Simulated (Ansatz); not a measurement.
Input of an Ansatz 0.2.0 run:

input.yaml

```yaml
crystal:
  lattice:
    - [4.278466, 0.0, 0.0]
    - [0.0, 4.278466, 0.0]
    - [0.0, 0.0, 4.278466]
  atoms:
    - { symbol: Ge, position: [0.5, 0.5, 0.0] }
    - { symbol: Ge, position: [0.5, 0.0, 0.5] }
    - { symbol: Ge, position: [0.0, 0.5, 0.5] }
    - { symbol: Ga, position: [0.0, 0.0, 0.0] }
hamiltonian:
  xc: pbesol
  pseudopotentials: { kind: paw, source: jth, xc_functional: pbe }
kpoints:
  mp_grid: { grid: [6, 6, 6] }
scf:
  occupations: { method: fermi_dirac, width: 0.05 }
output:
  forces: true
  stress: true
  eigenvalues: true
```

Potentials or basis: JTH PAW.

Command:

```console
$ ansatz run input.yaml --threads 2 --pin off --max-ram 5632MiB --backend cpu --events-out ev --progress --plain --runs-dir out
```

Problem. Estimate the band gap on the k mesh.

Solution. None (metal or under the smearing width).

Problem. Estimate the pressure.

Solution. -3.2 GPa.
